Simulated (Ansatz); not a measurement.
**YCo2Ge2 (I4/mmm): equation of state**

An exercise on one series of results from a longer session: the logs are not shown, and one member is left open.

Method: DFT LDA, scalar-relativistic, plane waves, PAW, in Ansatz 0.2.0.

## Starting point

Symmetry: I4/mmm, No. 139, tetragonal system. The conventional cell has a = 3.864 Å, b = 3.864 Å, c = 9.927 Å, α = 90.00°, β = 90.00°, γ = 90.00°. Around Y (site symmetry 4/mmm) lie 8 Ge at 3.01 Å and 8 Co at 3.15 Å. Co (site symmetry -4m2) is surrounded by 4 Ge at 2.28 Å. Ge (site symmetry 4mm) has 4 Co at 2.28 Å and 1 Ge at 2.54 Å as nearest neighbours.

As a file:

```
CELL_PARAMETERS angstrom
-1.93185 1.93185 4.96372
1.93185 -1.93185 4.96372
1.93185 1.93185 -4.96372
ATOMIC_POSITIONS crystal
Y 0.00000 0.00000 0.00000
Co 0.75000 0.25000 0.50000
Co 0.25000 0.75000 0.50000
Ge 0.62791 0.62791 0.00000
Ge 0.37209 0.37209 0.00000
```

This cell comes from an earlier session at LDA: 14.820 Å³/atom at 0.00 GPa, on a 14×14×14 mesh.

Volume factors to run: 0.980, 1.020, 0.960, 1.040.

Set-up of the first run:

File input.yaml:

```yaml
crystal:
  lattice:
    - [-1.9188890307, 1.9188890307, 4.9304069212]
    - [1.9188890307, -1.9188890307, 4.9304069212]
    - [1.9188890307, 1.9188890307, -4.9304069212]
  atoms:
    - { symbol: "Y", position: [0.0, 0.0, 0.0] }
    - { symbol: Co, position: [0.75, 0.25, 0.5] }
    - { symbol: Co, position: [0.25, 0.75, 0.5] }
    - { symbol: Ge, position: [0.6279102605, 0.6279102605, 0.0] }
    - { symbol: Ge, position: [0.3720897395, 0.3720897395, 0.0] }
basis:
  ecutwfc: 420
  ecutrho_ratio: 4
kpoints:
  mp_grid: { grid: [14, 14, 14] }
hamiltonian:
  xc: lda
scf:
  occupations: { method: gaussian, width: 0.05 }
output:
  forces: true
  stress: true
  eigenvalues: true
relax:
  f_tol: 0.01
  max_steps: 40
  cell: { stress_tol: 0.1, fix: [volume] }
```

Launch:

```
$ ansatz run input.yaml --threads 2 --pin off --max-ram 5120MiB --backend cpu --events-out ev --progress --plain --runs-dir out
```

Steps of the session up to this table: At 0.980 of the relaxed volume; Volume × 1.020; At 0.960 of the relaxed volume; Scaling the volume by 1.040.

One table of the session follows, with a row left open; its other results are not shown here.

```
volume (Å³/atom)  energy (meV/atom)  pressure (GPa)
          14.227              12.22            6.87
          14.524                  ?               ?
          14.820               0.00            0.00
          15.116               2.72           -2.89
          15.413              10.50           -5.47
```

Estimate the missing values for volume (Å³/atom) = 14.524.

Worked estimate for «energy (meV/atom)». A straight line through the neighbours (14.227, 12.22) and (14.820, 0.00) gives 12.22 + (0.00 − 12.22) × (14.524 − 14.227) / (14.820 − 14.227) = 6.10; a parabola fitted to 3 rows on both sides gives 3.15.

As computed: energy (meV/atom): 2.94; pressure (GPa): 3.24. In «energy (meV/atom)» the line misses by +3.16 and the parabola by +0.21.

volume (Å³/atom), energy (meV/atom) and a bar:
```
    14.23       12.2 ##############################
    14.52        2.9 #######
    14.82        0.0 
    15.12        2.7 #######
    15.41       10.5 ##########################
```
